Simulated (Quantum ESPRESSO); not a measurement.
# GeCN2 (R-3m) in Quantum ESPRESSO: further runs

Aim: see how the results for GeCN2 move with the level of theory and the settings. Levels: PBE+D2, PBE+D3(BJ). Tasks: phonons.

All numbers are computed with Quantum ESPRESSO 7.5; they aren't measurements. Logs are shortened: lines on timing, memory, paths and dates and some standing lists are left out, and cuts for length are marked.

**1. Starting point**

Symmetry: R-3m, No. 166, trigonal system. Conventional cell: a = 3.588 Å, b = 3.588 Å, c = 14.766 Å, α = 90.00°, β = 90.00°, γ = 120.00°. Around Ge (site symmetry -3m) lie 6 N at 2.40 Å. N (site symmetry 3m) is surrounded by 1 C at 1.24 Å. C (site symmetry -3m) has 2 N at 1.24 Å as nearest neighbours.

The cell comes from a database or a generator and needn't be the stable form of this composition.

**2. Phonons, PBE+D2**

Input file pw.in:

```
&CONTROL
  calculation = 'scf'
  prefix = 'pwscf'
  outdir = './tmp'
  pseudo_dir = './pseudo'
  tprnfor = .true.
  tstress = .true.
  disk_io = 'low'
/
&SYSTEM
  ibrav = 0
  celldm(1) = 8
  nat = 4
  ntyp = 3
  ecutwfc = 45
  ecutrho = 360
  nbnd = 21
  occupations = 'smearing'
  smearing = 'fd'
  degauss = 0.00367493
  vdw_corr = 'grimme-d2'
/
&ELECTRONS
  conv_thr = 8d-10
  electron_maxstep = 120
  mixing_beta = 0.5
/
ATOMIC_SPECIES
Ge    72.6300 ge_pbe_v1.4.uspp.F.UPF
N     14.0070 n_pbe_v1.2.uspp.F.UPF
C     12.0110 c_pbe_v1.2.uspp.F.UPF
CELL_PARAMETERS alat
  0.4237215654655   0.2446357598792   1.1626438910703
 -0.4237215654655   0.2446357598792   1.1626438910703
  0.0000000000000  -0.4892715197584   1.1626438910703
ATOMIC_POSITIONS crystal
Ge     0.0000000000    0.0000000000    0.0000000000
N      0.5839044000    0.5839044000    0.5839044000
N      0.4160956000    0.4160956000    0.4160956000
C      0.5000000000    0.5000000000    0.5000000000
K_POINTS automatic
4 4 4 1 1 1
```

Input file relax.in:

```
&CONTROL
  calculation = 'vc-relax'
  prefix = 'pwscf'
  outdir = './tmp'
  pseudo_dir = './pseudo'
  tprnfor = .true.
  tstress = .true.
  disk_io = 'low'
  nstep = 40
  forc_conv_thr = 0.0001
  etot_conv_thr = 1d-06
/
&SYSTEM
  ibrav = 0
  celldm(1) = 8
  nat = 4
  ntyp = 3
  ecutwfc = 45
  ecutrho = 360
  nbnd = 21
  occupations = 'smearing'
  smearing = 'fd'
  degauss = 0.00367493
  vdw_corr = 'grimme-d2'
/
&ELECTRONS
  conv_thr = 8d-10
  electron_maxstep = 120
  mixing_beta = 0.5
/
&IONS
  ion_dynamics = 'bfgs'
/
&CELL
  cell_dynamics = 'bfgs'
  press = 0
  press_conv_thr = 0.2
/
ATOMIC_SPECIES
Ge    72.6300 ge_pbe_v1.4.uspp.F.UPF
N     14.0070 n_pbe_v1.2.uspp.F.UPF
C     12.0110 c_pbe_v1.2.uspp.F.UPF
CELL_PARAMETERS alat
  0.4237215654655   0.2446357598792   1.1626438910703
 -0.4237215654655   0.2446357598792   1.1626438910703
  0.0000000000000  -0.4892715197584   1.1626438910703
ATOMIC_POSITIONS crystal
Ge     0.0000000000    0.0000000000    0.0000000000
N      0.5839044000    0.5839044000    0.5839044000
N      0.4160956000    0.4160956000    0.4160956000
C      0.5000000000    0.5000000000    0.5000000000
K_POINTS automatic
4 4 4 1 1 1
```

Input file gamma.in:

```
&CONTROL
  calculation = 'bands'
  prefix = 'pwscf'
  outdir = './tmp'
  pseudo_dir = './pseudo'
  disk_io = 'low'
  verbosity = 'high'
/
&SYSTEM
  ibrav = 0
  celldm(1) = 8
  nat = 4
  ntyp = 3
  ecutwfc = 45
  ecutrho = 360
  nbnd = 21
  occupations = 'smearing'
  smearing = 'fd'
  degauss = 0.00367493
  vdw_corr = 'grimme-d2'
/
&ELECTRONS
  conv_thr = 1d-08
  electron_maxstep = 120
  mixing_beta = 0.5
  diago_full_acc = .true.
  startingwfc = 'random'
/
ATOMIC_SPECIES
Ge    72.6300 ge_pbe_v1.4.uspp.F.UPF
N     14.0070 n_pbe_v1.2.uspp.F.UPF
C     12.0110 c_pbe_v1.2.uspp.F.UPF
CELL_PARAMETERS alat
  0.4174322718570   0.2410046345251   1.1633859535201
 -0.4174322718570   0.2410046345251   1.1633859535201
  0.0000000000000  -0.4820092690502   1.1633859535201
ATOMIC_POSITIONS crystal
Ge     0.0000000000    0.0000000000    0.0000000000
N      0.5838620105    0.5838620105    0.5838620105
N      0.4161379895    0.4161379895    0.4161379895
C      0.5000000000    0.5000000000    0.5000000000
K_POINTS crystal
1
0.0 0.0 0.0 1
```

Input file scf2.in:

```
&CONTROL
  calculation = 'scf'
  prefix = 'pwscf'
  outdir = './tmp'
  pseudo_dir = './pseudo'
  tprnfor = .true.
  tstress = .true.
  disk_io = 'low'
/
&SYSTEM
  ibrav = 0
  celldm(1) = 8
  nat = 4
  ntyp = 3
  ecutwfc = 45
  ecutrho = 360
  nbnd = 21
  occupations = 'fixed'
  vdw_corr = 'grimme-d2'
/
&ELECTRONS
  conv_thr = 1d-13
  electron_maxstep = 120
  mixing_beta = 0.5
  startingpot = 'file'
/
ATOMIC_SPECIES
Ge    72.6300 ge_pbe_v1.4.uspp.F.UPF
N     14.0070 n_pbe_v1.2.uspp.F.UPF
C     12.0110 c_pbe_v1.2.uspp.F.UPF
CELL_PARAMETERS alat
  0.4174322718570   0.2410046345251   1.1633859535201
 -0.4174322718570   0.2410046345251   1.1633859535201
  0.0000000000000  -0.4820092690502   1.1633859535201
ATOMIC_POSITIONS crystal
Ge     0.0000000000    0.0000000000    0.0000000000
N      0.5838620105    0.5838620105    0.5838620105
N      0.4161379895    0.4161379895    0.4161379895
C      0.5000000000    0.5000000000    0.5000000000
K_POINTS automatic
4 4 4 1 1 1
```

Input file ph.in:

```
phonons of GeCN2
&INPUTPH
  prefix = 'pwscf'
  outdir = './tmp'
  tr2_ph = 1d-18
  fildyn = 'dyn'
  niter_ph = 90
  alpha_mix(1) = 0.7
  epsil = .true.
/
0.0000000000 0.0000000000 0.0000000000
```

Input file dynmat.in:

```
&INPUT
  fildyn = 'dyn'
  asr = 'crystal'
  lperm = .true.
  filout = 'dynmat.disp'
  fileig = 'dynmat.eig'
/
```

Input file dynmat_lo.in:

```
&INPUT
  fildyn = 'dyn'
  asr = 'crystal'
  filout = 'dynmat_lo.disp'
  fileig = 'dynmat_lo.eig'
  q(1) = 0
  q(2) = 0
  q(3) = 1
/
```

Potentials or basis: GBRV 1.5 PBE.

The run is started by

```sh
OMP_NUM_THREADS=1 pw.x -in pw.in > pw.out
OMP_NUM_THREADS=1 pw.x -in relax.in > relax.out
OMP_NUM_THREADS=1 pw.x -in gamma.in > gamma.out
OMP_NUM_THREADS=1 pw.x -in scf2.in > scf2.out
OMP_NUM_THREADS=1 ph.x -in ph.in > ph.out
OMP_NUM_THREADS=1 dynmat.x -in dynmat.in > dynmat.out
OMP_NUM_THREADS=1 dynmat.x -in dynmat_lo.in > dynmat_lo.out
```

pw.out:

```text
This program is part of the open-source Quantum ESPRESSO suite
     for quantum simulation of materials; please cite
[... 9 lines left out ...]
     --------------------
     sticks:   dense  smooth     PW     G-vecs:    dense   smooth      PW
     Sum        1853     927    287                42741    15147    2645

     Using Slab Decomposition

     bravais-lattice index     =            0
     lattice parameter (alat)  =       8.0000  a.u.
     unit-cell volume          =     370.2273 (a.u.)^3
     number of atoms/cell      =            4
     number of atomic types    =            3
     number of electrons       =        28.00
     number of Kohn-Sham states=           21
     kinetic-energy cutoff     =      45.0000  Ry
     charge density cutoff     =     360.0000  Ry
     scf convergence threshold =      8.0E-10
     mixing beta               =       0.5000
     number of iterations used =            8  plain     mixing
     Exchange-correlation= SLA  PW   PBE  PBE
                           (   1   4   3   4   0   0   0)

     celldm(1)=   8.000000  celldm(2)=   0.000000  celldm(3)=   0.000000
     celldm(4)=   0.000000  celldm(5)=   0.000000  celldm(6)=   0.000000

     crystal axes: (cart. coord. in units of alat)
               a(1) = (   0.423722   0.244636   1.162644 )
               a(2) = (  -0.423722   0.244636   1.162644 )
               a(3) = (   0.000000  -0.489272   1.162644 )

     reciprocal axes: (cart. coord. in units 2 pi/alat)
               b(1) = (  1.180020  0.681285  0.286703 )
               b(2) = ( -1.180020  0.681285  0.286703 )
               b(3) = (  0.000000 -1.362570  0.286703 )

     PseudoPot. # 1 for Ge read from file:
     ge_pbe_v1.4.uspp.F.UPF
     Pseudo is Ultrasoft + core correction, Zval = 14.0
     Generated by new atomic code, or converted to UPF format
     Using radial grid of  873 points,  6 beta functions with:
                l(1) =   0
                l(2) =   0
                l(3) =   1
                l(4) =   1
                l(5) =   2
                l(6) =   2
     Q(r) pseudized with  8 coefficients,  rinner =    1.400   1.400   1.400
                                                       1.400   1.400

     PseudoPot. # 2 for N  read from file:
     n_pbe_v1.2.uspp.F.UPF
     Pseudo is Ultrasoft + core correction, Zval =  5.0
     Generated by new atomic code, or converted to UPF format
     Using radial grid of  729 points,  4 beta functions with:
                l(1) =   0
                l(2) =   0
                l(3) =   1
                l(4) =   1
     Q(r) pseudized with  8 coefficients,  rinner =    0.900   0.900   0.900

     PseudoPot. # 3 for C  read from file:
     c_pbe_v1.2.uspp.F.UPF
     Pseudo is Ultrasoft + core correction, Zval =  4.0
     Generated by new atomic code, or converted to UPF format
     Using radial grid of  721 points,  4 beta functions with:
                l(1) =   0
                l(2) =   0
                l(3) =   1
                l(4) =   1
     Q(r) pseudized with  8 coefficients,  rinner =    1.100   1.100   1.100

     atomic species   valence    mass     pseudopotential
     Ge               14.00    72.63000     Ge( 1.00)
     N                 5.00    14.00700     N ( 1.00)
     C                 4.00    12.01100     C ( 1.00)

     12 Sym. Ops., with inversion, found

   Cartesian axes

     site n.     atom                  positions (alat units)
         1        Ge     tau(   1) = (   0.0000000   0.0000000   0.0000000  )
         2        N      tau(   2) = (  -0.0000000  -0.0000000   2.0366187  )
         3        N      tau(   3) = (   0.0000000   0.0000000   1.4513130  )
         4        C      tau(   4) = (   0.0000000   0.0000000   1.7439658  )

     -------------------------------------------------
     Parameters for Dispersion (Grimme-D2) Correction:
     -------------------------------------------------
       atom      VdW radius       C_6

        Ge         3.264        593.221
        N          2.640         42.670
        C          2.744         60.710

     number of k points=    10  Fermi-Dirac smearing, width (Ry)=  0.0037
                       cart. coord. in units 2pi/alat
        k(    1) = (   0.0000000   0.0000000   0.1075136), wk =   0.0625000
        k(    2) = (   0.0000000  -0.3406425   0.1791893), wk =   0.1875000
        k(    3) = (   0.0000000   0.6812850  -0.0358379), wk =   0.1875000
        k(    4) = (   0.0000000   0.3406425   0.0358379), wk =   0.1875000
        k(    5) = (  -0.2950050  -0.1703212   0.2508650), wk =   0.1875000
        k(    6) = (  -0.2950050   0.8516062   0.0358379), wk =   0.3750000
        k(    7) = (  -0.2950050   0.5109637   0.1075136), wk =   0.3750000
        k(    8) = (   0.5900101   0.3406425  -0.1791893), wk =   0.1875000
        k(    9) = (   0.0000000   0.0000000   0.3225407), wk =   0.0625000
        k(   10) = (   0.0000000   1.0219275   0.1075136), wk =   0.1875000

     Dense  grid:    42741 G-vectors     FFT dimensions: (  64,  64,  64)

     Smooth grid:    15147 G-vectors     FFT dimensions: (  45,  45,  45)

     Initial potential from superposition of free atoms

     starting charge      27.9991, renormalised to      28.0000
     Starting wfcs are   21 randomized atomic wfcs

     Self-consistent Calculation

     iteration #  1     ecut=    45.00 Ry     beta= 0.50
     Davidson diagonalization with overlap
     ethr =  1.00E-02,  avg # of iterations =  4.8

     total energy              =    -265.14762907 Ry
     estimated scf accuracy    <       0.78335932 Ry

     iteration #  2     ecut=    45.00 Ry     beta= 0.50
     Davidson diagonalization with overlap
     ethr =  2.80E-03,  avg # of iterations =  2.1

     total energy              =    -265.34088377 Ry
     estimated scf accuracy    <       0.17337072 Ry

     iteration #  3     ecut=    45.00 Ry     beta= 0.50
     Davidson diagonalization with overlap
     ethr =  6.19E-04,  avg # of iterations =  2.0

     total energy              =    -265.37416401 Ry
     estimated scf accuracy    <       0.00869910 Ry

     iteration #  4     ecut=    45.00 Ry     beta= 0.50
     Davidson diagonalization with overlap
     ethr =  3.11E-05,  avg # of iterations =  3.2

     total energy              =    -265.37510159 Ry
     estimated scf accuracy    <       0.00134367 Ry

     iteration #  5     ecut=    45.00 Ry     beta= 0.50
     Davidson diagonalization with overlap
     ethr =  4.80E-06,  avg # of iterations =  2.9

     total energy              =    -265.37530400 Ry
     estimated scf accuracy    <       0.00011559 Ry

     iteration #  6     ecut=    45.00 Ry     beta= 0.50
     Davidson diagonalization with overlap
     ethr =  4.13E-07,  avg # of iterations =  1.6

     total energy              =    -265.37532558 Ry
     estimated scf accuracy    <       0.00000561 Ry

     iteration #  7     ecut=    45.00 Ry     beta= 0.50
     Davidson diagonalization with overlap
     ethr =  2.00E-08,  avg # of iterations =  2.0

     total energy              =    -265.37532675 Ry
     estimated scf accuracy    <       0.00000017 Ry

     iteration #  8     ecut=    45.00 Ry     beta= 0.50
     Davidson diagonalization with overlap
     ethr =  6.23E-10,  avg # of iterations =  2.7

     total energy              =    -265.37532680 Ry
     estimated scf accuracy    <       0.00000003 Ry

     iteration #  9     ecut=    45.00 Ry     beta= 0.50
     Davidson diagonalization with overlap
     ethr =  9.43E-11,  avg # of iterations =  2.0

     total energy              =    -265.37532681 Ry
     estimated scf accuracy    <          1.6E-09 Ry

     iteration # 10     ecut=    45.00 Ry     beta= 0.50
     Davidson diagonalization with overlap
     ethr =  5.54E-12,  avg # of iterations =  2.2

     End of self-consistent calculation

          k = 0.0000 0.0000 0.1075 (  1868 PWs)   bands (ev):

   -18.6214 -18.6152 -18.6152 -18.6075 -18.6075 -13.0754 -11.0075  -4.4158
     0.5349   0.9458   0.9458   4.1776   4.2298   4.2298   8.3938   9.5112
     9.5112  11.6209  13.1536  13.1536  16.1342

          k = 0.0000-0.3406 0.1792 (  1883 PWs)   bands (ev):

   -18.6220 -18.6152 -18.6119 -18.6089 -18.6069 -12.8921 -10.9707  -3.7631
    -0.4699   0.4386   0.9086   3.0789   3.3873   4.0524   8.6350   9.7268
    11.2528  11.9800  12.3222  13.9349  14.8380

          k = 0.0000 0.6813-0.0358 (  1886 PWs)   bands (ev):

   -18.6292 -18.6177 -18.6102 -18.6074 -18.5985 -12.7423 -10.8435  -2.8059
    -1.7867   0.3522   0.6982   1.8496   3.1371   3.5388   9.1537  10.4507
    10.6071  11.9404  12.9658  14.0933  15.7090

          k = 0.0000 0.3406 0.0358 (  1883 PWs)   bands (ev):

   -18.6220 -18.6154 -18.6119 -18.6088 -18.6069 -12.9343 -10.8833  -3.9975
    -0.0832   0.7347   0.7393   2.1709   3.8793   4.1827   9.3040   9.4996
    10.3052  11.7025  13.5305  13.6931  14.1856

          k =-0.2950-0.1703 0.2509 (  1874 PWs)   bands (ev):

   -18.6221 -18.6157 -18.6118 -18.6088 -18.6069 -12.8481 -11.0508  -3.5825
     0.0072   0.1281   0.5808   1.5017   4.4422   5.6020   8.6508   8.9314
    10.2725  11.1060  13.6781  13.8722  15.0878

          k =-0.2950 0.8516 0.0358 (  1886 PWs)   bands (ev):

   -18.6227 -18.6140 -18.6124 -18.6120 -18.6026 -12.6993 -10.9201  -2.5407
    -1.0647  -0.4494  -0.1327   1.2798   3.5105   5.3821   8.5959   9.2286
    10.6347  12.4276  13.1434  14.7176  16.1507

          k =-0.2950 0.5110 0.1075 (  1889 PWs)   bands (ev):

   -18.6220 -18.6142 -18.6124 -18.6120 -18.6026 -12.7441 -10.8393  -2.9859
    -1.0280   0.0315   0.3980   1.2731   2.7798   4.7831   8.8759  10.3998
    10.8286  11.7374  13.0791  14.5151  15.9446

          k = 0.5900 0.3406-0.1792 (  1890 PWs)   bands (ev):

   -18.6299 -18.6180 -18.6101 -18.6074 -18.5985 -12.6993 -10.9144  -2.6052
    -1.2064  -0.4782   0.3749   0.7470   4.1361   5.6013   8.5621   8.7191
     9.9533  12.5548  13.1007  14.5185  15.3487

          k = 0.0000 0.0000 0.3225 (  1913 PWs)   bands (ev):

   -18.6212 -18.6153 -18.6153 -18.6076 -18.6076 -12.9422 -11.2720  -3.8393
    -0.3183   0.9496   0.9496   4.1636   4.1636   4.8738   7.4076  10.3496
    10.3496  11.7916  11.7916  13.3536  16.3256

          k = 0.0000 1.0219 0.1075 (  1886 PWs)   bands (ev):

   -18.6222 -18.6155 -18.6119 -18.6089 -18.6069 -12.7988 -11.1430  -3.2774
    -0.5400  -0.1674   0.7203   2.2724   3.8907   5.8518   8.3861   9.0922
     9.8375  12.0719  12.8546  14.6072  15.5321

     the Fermi energy is     6.6574 ev

!    total energy              =    -265.37532681 Ry
     estimated scf accuracy    <          5.0E-11 Ry
     smearing contrib. (-TS)   =      -0.00000000 Ry
     internal energy E=F+TS    =    -265.37532681 Ry

     The total energy is F=E-TS. E is the sum of the following terms:
     one-electron contribution =    -159.70720023 Ry
     hartree contribution      =      99.10127713 Ry
     xc contribution           =     -72.43767322 Ry
     ewald contribution        =    -132.28480074 Ry
     Dispersion Correction     =      -0.04692975 Ry

     convergence has been achieved in  10 iterations

     Forces acting on atoms (cartesian axes, Ry/au):

     atom    1 type  1   force =    -0.00000000   -0.00000000    0.00000000
     atom    2 type  2   force =    -0.00000000    0.00000000    0.00298475
     atom    3 type  2   force =    -0.00000000    0.00000000   -0.00298475
     atom    4 type  3   force =    -0.00000000    0.00000000    0.00000000

     Total force =     0.004221     Total SCF correction =     0.000006

     Computing stress (Cartesian axis) and pressure

          total   stress  (Ry/bohr**3)                   (kbar)     P=      -15.66
  -0.00012996  -0.00000000  -0.00000000          -19.12       -0.00       -0.00
  -0.00000000  -0.00012996   0.00000000           -0.00      -19.12        0.00
   0.00000000   0.00000000  -0.00005945            0.00        0.00       -8.75

=------------------------------------------------------------------------------=
   JOB DONE.
=------------------------------------------------------------------------------=
```

Run time: 25 min. Hardware: 1 thread of Arm Neoverse N1, shared host; peak memory 0.21 GiB.

Results:

```yaml
Free_energy: -3610.6237 eV
Relaxed_volume: 13.32 Å³/atom
Relaxed_cell: a = 5.331 Å, b = 5.331 Å, c = 5.331 Å, α = 38.72°, β = 38.72°, γ = 38.72°
Space_group_after_relaxing_to_0.05_Å: R-3m (No. 166)
Pressure_after_relaxing: 0.0 GPa
Electronic_dielectric_tensor_diagonal: 6.05, 6.05, 12.57
Born_charges_mean_of_the_diagonal: Ge +4.33; N -3.28; C +2.44 e
Highest_phonon_frequency_at_Γ_LO-TO_splitting_left_out: 1893 cm⁻¹
Most_unstable_mode: 74i cm⁻¹
```

The path:
```csv
step,energy change (eV),largest force (eV/Å),pressure (GPa),volume (Å³)
1,0.0000,0.0767,-1.57,54.86
2,-0.0042,0.0677,-1.05,54.43
3,-0.0079,0.0822,-0.66,53.84
4,-0.0085,0.1614,0.76,53.15
5,-0.0092,0.0802,0.06,53.24
6,-0.0094,0.0466,-0.01,53.32
7,-0.0095,0.0253,-0.01,53.33
8,-0.0097,0.0075,-0.01,53.32
9,-0.0097,0.0030,0.00,53.29
10,-0.0097,0.0008,0.00,53.28
```

Final structure:
```
Ge N C
1.0
     1.76717    1.02027    4.92510
    -1.76717    1.02027    4.92510
     0.00000   -2.04055    4.92510
Ge N C
1 2 1
Cartesian
  0.0000 0.0000 0.0000
  0.0000 0.0000 8.6267
  0.0000 0.0000 6.1486
  0.0000 0.0000 7.3876
```

Levels at points of the mesh, in eV from the valence-band top:
| k point | band 11 | band 12 | band 13 | band 14 | band 15 | band 16 | band 17 | band 18 |
| --- | --- | --- | --- | --- | --- | --- | --- | --- |
| (0.12, 0.12, 0.12) | -5.01 | -1.76 | -1.76 | -1.56 | 2.58 | 3.68 | 3.68 | 5.72 |

Phonon frequencies in cm⁻¹ (negative: imaginary):
```tsv
q point	frequencies
(0.000, 0.000, 0.000)	-74 -74 -1 -1 9 200 242 242 597 597 1250 1893
```

Electronic dielectric tensor:
```
 6.05  0.00  0.00
 0.00  6.05  0.00
 0.00  0.00 12.57
```

Born effective charge tensors (e):
atom 1, Ge
```
4.17 0.00 0.00
0.00 4.17 0.00
0.00 0.00 4.64
```
atom 2, N
```
-1.56  0.00  0.00
 0.00 -1.56  0.00
 0.00  0.00 -6.74
```
atom 3, N
```
-1.56  0.00  0.00
 0.00 -1.56  0.00
 0.00  0.00 -6.74
```
atom 4, C
```
-1.04  0.00  0.00
 0.00 -1.04  0.00
 0.00  0.00  9.39
```

Optical modes at Γ, degenerate ones joined, polar ones without the macroscopic field:
```tsv
cm⁻¹	components	symmetry	active in	IR intensity, summed ((D/Å)²/amu)
74i	2	Eu	IR	30.83
200	1	A2u	IR	32.32
242	2	Eg	Raman	0.00
597	2	Eu	IR	0.43
1250	1	A1g	Raman	0.00
1893	1	A2u	IR	294.11
```

Zone-centre frequencies without and with the macroscopic field along z (cm⁻¹):
|  | optical modes in rising order |
| --- | --- |
| without | 74i 74i 200 242 242 597 597 1250 1893 |
| with the field | 74i 74i 242 242 348 597 597 1250 2131 |

Caveat: the mesh is thin for the dielectric tensor, Born charges and intensities, which usually come out too large; some modes are imaginary; the Born charges break their sum rule by 0.20 e, a sign of too thin a mesh.

(Continued in part 2 of 2.)
